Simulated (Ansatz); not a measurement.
# C4H2F2Si: the cost of one run

Method: the settings change from run to run; program: Ansatz 0.2.0, Gaussian basis.

**1. The relaxed structure**

An earlier PBE0-D4 in a triple-zeta def2 set relaxation fixed the geometry.

SMILES `C#C[Si](F)(F)C#C`, 9 atoms, charge 0, spin multiplicity 1.

Atoms are counted from 1 here; the program's logs count them from 0.

Bond lengths: C1–C2 1.205 Å, C1–H8 1.067 Å, C2–Si3 1.802 Å, Si3–F4 1.578 Å, Si3–F5 1.578 Å, Si3–C6 1.802 Å, C6–C7 1.205 Å, C7–H9 1.067 Å. Angles: C2–C1–H8 179.8°, C1–C2–Si3 178.9°, C2–Si3–F4 109.4°, C2–Si3–F5 109.4°, C2–Si3–C6 112.0°, F4–Si3–F5 107.2°, F4–Si3–C6 109.4°, F5–Si3–C6 109.4°, Si3–C6–C7 178.8°, C6–C7–H9 179.8°.

**2. revPBE/ANO-RCC-VTZP**

This run has the search for lower states set to full.

Contents of in.yaml:

```yaml
crystal:
  periodic: [false, false, false]
  atoms:
    - {symbol: C, position_ang: [0.701351, -2.470246, 0.470684]}
    - {symbol: C, position_ang: [0.551982, -1.400132, -0.061875]}
    - {symbol: Si, position_ang: [0.310968, 0.212613, -0.829460]}
    - {symbol: F, position_ang: [-0.471864, 0.033814, -2.188124]}
    - {symbol: F, position_ang: [1.715843, 0.840941, -1.179170]}
    - {symbol: C, position_ang: [-0.599074, 1.341837, 0.240539]}
    - {symbol: C, position_ang: [-1.208391, 2.079182, 0.972749]}
    - {symbol: H, position_ang: [0.835412, -3.418920, 0.939178]}
    - {symbol: H, position_ang: [-1.747725, 2.734713, 1.618378]}
basis:
  gaussian: {orbitals: ANO-RCC-VTZP}
hamiltonian: {xc: {name: revPBE}}
scf: {lower_state_search: full}
output: {forces: true}
```

The run is started by

```
ansatz run in.yaml --threads 4 --pin off --events-out ev --progress --plain --max-ram 10444MiB
```

**Question.** How long does this run take on 4 threads of Arm Neoverse V2, shared host, and how much memory does it need?

About 5.5 s, with a peak of 0.5 GiB.
